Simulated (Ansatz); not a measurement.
# CH5FGeO, SMILES O[CH](F)[GeH3]: a rigid torsion scan

Program: the Python package of Ansatz (0.2.0).

The cells in order, each with its output:

In [1]:
```python
import warnings

import ansatz as az
from ase import Atoms

warnings.simplefilter("ignore", az.DeckWarning)
```

In [2]:
```python
atoms = Atoms(["O", "C", "F", "Ge", "H", "H", "H", "H", "H"], positions=[
    (0.5266, 1.1983, -1.1064),
    (0.7802, 0.387, -0.0529),
    (1.864, -0.3597, -0.3913),
    (-0.6389, -0.7999, 0.2855),
    (-0.1926, 1.8807, -0.794),
    (1.0051, 0.9933, 0.8649),
    (-0.3272, -1.7593, 1.4633),
    (-0.9675, -1.6261, -0.9916),
    (-1.9613, 0.0394, 0.7054),
])
```

In [3]:
```python
first = (
    az.Crystal.molecule_from_ase(atoms).calculation()
    .basis(gaussian="def2-SVP")
    .functional("PBE0", dispersion="d3bj")
    .relax(force_tolerance=0.02, max_steps=80)
)
atoms.positions = first.run(threads=1).report["positions_ang"]

start = atoms.get_dihedral(0, 1, 3, 6)
energies = {}
for turn in range(0, 121, 20):
    turned = atoms.copy()
    turned.set_dihedral(0, 1, 3, 6, start + turn, indices=[3, 6, 7, 8])
    base = (
        az.Crystal.molecule_from_ase(turned).calculation()
        .basis(gaussian="def2-SVP")
        .functional("PBE0", dispersion="d3bj")
    )
    energies[round((start + turn) % 360)] = base.run(threads=1).report["free_energy_ev"]
floor = min(energies.values())
print("dihedral O0-C1-Ge3-H6 (deg)   E - E(min) (eV)")
for angle, e in sorted(energies.items()):
    print(f"{angle:8d} {(e - floor):14.3f}  " + "#" * int(30 * (e - floor) / max(max(energies.values()) - floor, 1e-9)))
```
```text
dihedral O0-C1-Ge3-H6 (deg)   E - E(min) (eV)
     178          0.000
     198          0.018  #######
     218          0.054  ######################
     238          0.071  ##############################
     258          0.053  ######################
     278          0.018  #######
     298          0.001
```

The scan is rigid and the energies are electronic, in a modest basis. With rigid groups the curve can differ much from the relaxed path, the start wasn't checked as a minimum of this torsion, and equivalent turns needn't return to the same energy. Finished in 2 min on 1 thread of Arm Neoverse V2, on a shared host, peak memory 0.29 GiB.

(Lines on the test bed's own set-up are left out of the output.)
